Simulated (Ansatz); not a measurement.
**B₂H₂F₂: one species, many methods**

The task here is to estimate one member of a computed series from the others.

Program: Ansatz 0.2.0, Gaussian basis. Level of theory: functionals in def2-TZVPP, the program's frozen cores in correlated methods. These are calculated values, not measurements.

Plan: LDA (SPW92), PBE-D4, revPBE-D4, BLYP-D4, r2SCAN-D4, B97M-V, PBE0-D4, B3LYP-D4, r2SCANh-D4, r2SCAN0-D4, HSE06-D4, BHLYP-D4, CAM-B3LYP-D4, LC-ωPBE, ωB97X-V, ωB97M-V, B2PLYP, PBE-QIDH; CCSD(T)/def2-SVP; CCSD(T)/def2-TZVPP; MP2/def2-QZVPP; extrapolation to the limit; RPA on PBE.

### The relaxed structure

The geometry comes from an earlier relaxation with PBE0-D4 in a triple-zeta def2 set; it is a stationary point.

SMILES `FBBF`, 6 atoms, charge 0, spin multiplicity 1.

Atoms are counted from 1 here; the program's logs count them from 0.

Bond lengths: F1–B2 1.326 Å, B2–B3 1.713 Å, B2–H5 1.205 Å, B3–F4 1.326 Å, B3–H6 1.205 Å. Angles: F1–B2–B3 120.4°, F1–B2–H5 115.8°, B3–B2–H5 123.7°, B2–B3–F4 120.4°, B2–B3–H6 123.7°, F4–B3–H6 115.8°.

Set-up of the first run:

in.yaml reads:

```yaml
crystal:
  periodic: [false, false, false]
  atoms:
    - {symbol: F, position_ang: [-0.955023, 0.783346, -1.439964]}
    - {symbol: B, position_ang: [-0.181318, 0.745228, -0.364026]}
    - {symbol: B, position_ang: [0.185410, -0.748878, 0.388530]}
    - {symbol: F, position_ang: [1.301657, -1.397157, 0.086142]}
    - {symbol: H, position_ang: [0.196236, 1.812925, 0.048714]}
    - {symbol: H, position_ang: [-0.504962, -1.259363, 1.234504]}
basis:
  gaussian: {orbitals: def2-TZVPP}
hamiltonian: {xc: lda}
output: {orbitals: {seedname: orbitals}}
```

The run is started by

```console
$ ansatz run in.yaml --threads 2 --pin off --events-out ev --progress --plain --max-ram 4352MiB
```

Steps of the session up to this table: LDA; PBE-D4 (GGA); revPBE-D4 (GGA); BLYP-D4 (GGA); r2SCAN-D4 (meta-GGA); B97M-V (meta-GGA); PBE0-D4 (hybrid); B3LYP-D4 (hybrid); r2SCANh-D4 (hybrid); r2SCAN0-D4 (hybrid); HSE06-D4 (hybrid); BHLYP-D4 (hybrid); CAM-B3LYP-D4 (range-separated); LC-ωPBE (range-separated); ωB97X-V (range-separated); ωB97M-V (range-separated); B2PLYP (double hybrid); PBE-QIDH (double hybrid).

One of the session's tables, all rows but one given; the rest of the session is left out.

It belongs to the step «Orbital energies across the functionals». 

| functional | HOMO (eV) | LUMO (eV) | gap (eV) |
| --- | --- | --- | --- |
| LDA (SPW92) | -6.74 | -2.86 | 3.88 |
| PBE-D4 | -6.65 | -2.56 | 4.09 |
| revPBE-D4 | -6.60 | -2.43 | 4.17 |
| BLYP-D4 | -6.61 | -2.42 | 4.19 |
| r2SCAN-D4 | ? | ? | ? |
| B97M-V | -7.03 | -2.31 | 4.73 |
| PBE0-D4 | -8.15 | -1.54 | 6.61 |
| B3LYP-D4 | -7.97 | -1.79 | 6.18 |
| r2SCANh-D4 | -7.50 | -1.83 | 5.67 |
| r2SCAN0-D4 | -8.34 | -1.32 | 7.02 |
| HSE06-D4 | -7.74 | -1.93 | 5.81 |
| BHLYP-D4 | -9.63 | -0.53 | 9.11 |
| CAM-B3LYP-D4 | -9.64 | -0.44 | 9.20 |
| LC-ωPBE | -10.94 | 0.84 | 11.79 |
| ωB97X-V | -10.60 | 0.73 | 11.32 |
| ωB97M-V | -10.43 | 0.44 | 10.87 |

**Question.** Estimate the row for r2SCAN-D4.

Worked estimate for «HOMO (eV)». Against the share of exact exchange, r2SCANh-D4 (0.1, -7.50), r2SCAN0-D4 (0.25, -8.34) give a slope of -5.60 per unit share; at 0 the line stands at -6.94.

**Answer.** HOMO (eV): -6.95; LUMO (eV): -2.19; gap (eV): 4.76. In «HOMO (eV)» the line misses by +0.01.
